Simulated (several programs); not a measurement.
## Many methods on one cell: MoTe₂ (2H-MoS2 type)

Measured values to be reproduced:
- band gap: 0.88 eV (indirect optical gap from extrapolated square root of absorption; phonon energy not resolved; 300 K; “Surface transport and band gap structure of exfoliated 2H-MoTe2 crystals”; Extrapolated absorption onset; value is gap plus or minus an unresolved phonon energy, which is included only in the error bar; 2014; arxiv:1407.1219)
- volume: 24.99 Å³ an atom (from the lattice constants; a; “MBE growth of 2H-MoTe2 and 1T'-MoTe2 on 3D substrates”; literature value quoted for comparison; 2017; arxiv:1705.00651)

MoTe₂, 2H-MoS2 type, relaxed with r2SCAN+rVV10 in Ansatz, was computed with several methods. Space group P6_3/mmc (No. 194), hexagonal; a = 3.542 Å, c = 14.177 Å in the conventional setting, 25.67 Å³ an atom. Around Mo lie 6 Te at 2.72 Å; around Te lie 3 Mo at 2.72 Å. Spin-unpolarised throughout.

```cif
data_structure
_symmetry_space_group_name_H-M 'P6_3/mmc'
_symmetry_Int_Tables_number 194
_cell_length_a 3.5421
_cell_length_b 3.5421
_cell_length_c 14.1767
_cell_angle_alpha 90.000
_cell_angle_beta 90.000
_cell_angle_gamma 120.000
_cell_volume 154.04
loop_
_atom_site_label
_atom_site_type_symbol
_atom_site_symmetry_multiplicity
_atom_site_Wyckoff_symbol
_atom_site_fract_x
_atom_site_fract_y
_atom_site_fract_z
_atom_site_occupancy
Mo1 Mo 2 c 0.33333 0.66667 0.25000 1
Te1 Te 4 f 0.66667 0.33333 0.37658 1
```

Gaps and times are for a single point on this cell; volume and bulk modulus come from each method's own relaxation or energy curve at fixed shape, which is too stiff where a cell has free coordinates or axes. Times are rough, from shared hosts (AMD EPYC 7R13 Processor; Arm Neoverse V2; Intel Xeon Platinum 8259CL CPU @ 2.50GHz), and each method has its own mesh and cell size. A double dagger marks a value from a curve with shape and coordinates held. PM6 (MOPAC), PM7 (MOPAC), GFN1-xTB (tblite), GFN2-xTB (tblite) treat a cluster of cells at its zone centre, which samples few k points: where these miss a band edge, the gap comes out too large for that reason alone. Gaps from k meshes are read at a limited set of points (mesh, symmetry points, PBE's band edges), so each method's own least gap may be somewhat smaller. xTB and the PM methods were fitted mostly to molecules, and can miss a solid's gap by electronvolts. Minimal bases can be far off for gaps. Times of the plane-wave ladder aren't listed, since it ran on unlike processors and cards. Curves at held shape can't give the bulk modulus of a layered or molecular crystal, so none is listed. GLLB-SC's gap includes the derivative discontinuity. d marks a direct gap, i an indirect one (no mark: not told apart), a dash a value that wasn't computed or didn't pass its checks.

```tsv
method	kind	gap (eV)	own volume (Å³/atom)	bulk modulus (GPa)	atoms computed	processor time
PBE-D3(BJ)	semilocal	–	24.16	–	6	–
r2SCAN+rVV10	semilocal	–	25.67	–	6	–
PBE-D4	semilocal	–	24.31	–	6	–
light PBE (260 eV and a coarse mesh)	light plane-wave	0.78 i	–	–	6	2.3 s
GFN1-xTB (tblite)	tight binding	0.77	24.81‡	–	cluster	2.8 s
GFN2-xTB (tblite)	tight binding	0.61	24.71‡	–	cluster	4.1 s
PM7 (MOPAC)	semi-empirical	3.29	–	–	cluster	4.9 s
PM6 (MOPAC)	semi-empirical	2.78	–	–	cluster	11 s
PBE	semilocal	0.77 i	–	–	6	–
PBE/SZV (CP2K)	small basis	0.51 i	–	–	6	17 s
PBE+SOC	semilocal	0.76 i	–	–	6	–
LDA	semilocal	0.74 i	–	–	6	–
r2SCAN	semilocal	0.88 i	–	–	6	–
PBE/DZVP (CP2K)	small basis	0.76 i	26.72‡	–	6	57 s
HSE06	hybrid	1.19 i	–	–	6	–
PBE0	hybrid	1.83 i	–	–	6	–
GLLB-SC (GPAW)	model potential	1.24	–	–	6	2.2 min
Hartree-Fock	exact exchange	5.07 d	–	–	6	–
DDH-PBE0	hybrid	1.02 i	–	–	6	–
```

Against HSE06 (1.19 eV) and with closed or daggered gaps left aside, the nearest gap at the points sampled is that of GLLB-SC (GPAW) (+0.05 eV) and the farthest that of Hartree-Fock (+3.88 eV). HSE06 is only a yardstick of convenience, and nearness to it can be luck.

Comparison with experiment:
- Band gap, measured 0.88 eV: light PBE (260 eV and a coarse mesh) -0.10 eV, GFN1-xTB (tblite) -0.11 eV, GFN2-xTB (tblite) -0.27 eV, PM7 (MOPAC) +2.41 eV, PM6 (MOPAC) +1.90 eV, PBE -0.11 eV, PBE/SZV (CP2K) -0.37 eV, PBE+SOC -0.12 eV, LDA -0.14 eV, r2SCAN 0.00 eV, PBE/DZVP (CP2K) -0.12 eV, HSE06 +0.31 eV, PBE0 +0.95 eV, GLLB-SC (GPAW) +0.36 eV, Hartree-Fock +4.19 eV, DDH-PBE0 +0.14 eV.
- Volume, measured 24.99 Å³ an atom: PBE-D3(BJ) -3.3 %, r2SCAN+rVV10 +2.7 %, PBE-D4 -2.7 %.
The calculations are for a static lattice; samples hold vibrations, temperature and, in optical gaps, excitons. A measured value is shown where most reports agree with it, and only for the quantities listed.

Only the rows marked +SOC include spin-orbit coupling.
